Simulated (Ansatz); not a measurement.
# Al3B2Sb: the cost of one run

Program: Ansatz 0.2.0. Level of theory: DFT PBE, scalar-relativistic, plane waves, PAW, unless a step names another level. These are calculated values, not measurements.

6 further runs of the same task are left out: 6 set aside as unsound or not needed. Runs told in other sessions of the task aren't counted.

## 1. What the formula suggests

Pauling electronegativities: Al 1.61, B 2.04, Sb 2.05 (spread 0.44). The formula balances with common oxidation states: Al +3, Sb -3, B -3, a formal count that means little at so small a spread. Tabulated atomic sizes suggest about 15 Å³/atom. 38 candidates were drawn, by swapping species into database cells of other compounds, at random by space group and Wyckoff sites, or by hand, as the table says:

```csv
name,made from,space group no.,Wyckoff sites,atoms (primitive cell),V (Å³/atom)
c01,database cell of ZrCo3B2,191,Al 3g; B 2c; Sb 1a,6,15.1
c02,built by hand: AlB2/AlSb layered intergrowth,156,"Al 1a, 1a, 1c; B 1b, 1c; Sb 1b",6,14.7
c03,random,65,"Al 4f, 2c; B 4e; Sb 2a",6,17.6
c04,random,123,"Al 2h, 1c; B 1b, 1d; Sb 1a",6,16.0
c05,random,156,"Al 1c, 1b, 1c; B 1b, 1c; Sb 1a",6,16.8
c06,random,189,Al 3f; B 2e; Sb 1b,6,15.7
c07,database cell of Ti2AlGe3,38,"Al 2a, 2a, 2b; B 2a, 2b; Sb 2b",6,14.3
c08,random,123,"Al 1a, 2f; B 1b, 1c; Sb 1d",6,15.7
c09,random,123,"Al 1b, 1c, 1d; B 2h; Sb 1a",6,16.3
c10,database cell of CrFe3B2,42,"Al 4a, 8c; B 8b; Sb 4a",6,13.7
c11,database cell of Sr2Zn3Cd,8,"Al 2a, 2a, 2a; B 2a, 2a; Sb 2a",6,17.8
c12,random,191,Al 3g; B 2d; Sb 1a,6,15.3
c13,database cell of K2NaCl3,139,"Al 4e, 2b; B 4e; Sb 2a",6,15.3
c14,"built by hand: zincblende, (111) anion-ordered",156,"Al 1c, 1b, 1a; B 1b, 1c; Sb 1a",6,14.7
c15,database cell of Sm2In3Cu,25,"Al 1c, 1c, 1d; B 1b, 1a; Sb 1d",6,15.8
c16,random,166,Al 9d; B 6c; Sb 3a,6,16.1
c17,built by hand: Ti3SiC2-type 312 MAX phase,194,"Al 4f, 2a; B 4f; Sb 2b",12,14.7
c18,database cell of Tb2In3Cu,156,"Al 1c, 1c, 1a; B 1b, 1b; Sb 1a",6,15.8
c19,database cell of CeGa2Ni3,65,"Al 4i, 2d; B 4f; Sb 2b",6,14.0
c20,random,191,"Al 2e, 1a; B 2c; Sb 1b",6,15.2
c21,random,2,"Al 1c, 1h, 1f; B 1b, 1a; Sb 1d",6,15.8
c22,random,189,Al 3f; B 2d; Sb 1a,6,17.7
c23,"built by hand: rocksalt, (001) anion-ordered",139,"Al 4e, 2b; B 4e; Sb 2a",6,14.7
c24,random,2,"Al 2i, 1c; B 1h, 1f; Sb 1a",6,17.7
c25,random,99,"Al 2c, 1a; B 2c; Sb 1b",6,16.2
c26,"built by hand: zincblende, (001) anion-ordered",119,"Al 2c, 4f; B 4e; Sb 2a",6,14.7
c27,random,191,"Al 2c, 1a; B 2d; Sb 1b",6,17.5
c28,random,99,"Al 2c, 1b; B 2c; Sb 1b",6,17.7
c29,random,187,"Al 2g, 1f; B 1d, 1b; Sb 1e",6,17.1
c30,database cell of In2GaAs3,119,"Al 2d, 4f; B 4e; Sb 2a",6,18.1
c31,random,187,"Al 2g, 1b; B 2i; Sb 1f",6,16.5
c32,random,139,"Al 4c, 2b; B 4e; Sb 2a",6,18.3
c33,database cell of MnHg2Te3,156,"Al 1a, 1c, 1b; B 1a, 1c; Sb 1b",6,18.6
c34,database cell of Ce2MnN3,71,"Al 2d, 4i; B 4i; Sb 2a",6,12.5
c35,database cell of NaNi2O3,164,"Al 2d, 1b; B 2d; Sb 1a",6,13.8
c36,database cell of Mn3Te2Se,71,"Al 2a, 4i; B 4j; Sb 2d",6,15.4
c37,random,166,"Al 3a, 6c; B 6c; Sb 3b",6,17.1
c38,random,6,"Al 2c, 1a; B 1b, 1b; Sb 1a",6,15.0
```

## 2. Screening run of c01

Contents of input.yaml:

```yaml
crystal:
  lattice:
    - [5.50362872, 0.0, 0.0]
    - [-2.75181436, 4.76628229, 0.0]
    - [0.0, 0.0, 3.44387086]
  atoms:
    - { symbol: Al, position: [0.5, 0.0, 0.5] }
    - { symbol: Al, position: [0.5, 0.5, 0.5] }
    - { symbol: Al, position: [0.0, 0.5, 0.5] }
    - { symbol: B, position: [0.33333333, 0.66666667, 0.0] }
    - { symbol: B, position: [0.66666667, 0.33333333, 0.0] }
    - { symbol: Sb, position: [0.0, 0.0, 0.0] }
basis:
  ecutwfc: 420
kpoints:
  mp_grid: { grid: [4, 4, 5] }
hamiltonian:
  xc: pbe
scf:
  occupations: { method: gaussian, width: 0.2 }
  lower_state_search: "off"
output:
  forces: true
  stress: true
  eigenvalues: true
relax:
  adjacent_minimum: "off"
  f_tol: 0.08
  max_steps: 16
  cell: { stress_tol: 0.8 }
```

Run with:

```sh
$ ansatz run input.yaml --threads 1 --pin off --max-ram 2560MiB --backend cpu --events-out ev --progress --plain --runs-dir out
```

What time and memory should one allow on 1 thread of Arm Neoverse V2, shared host?

About 6.1 s, with a peak of 0.34 GiB.
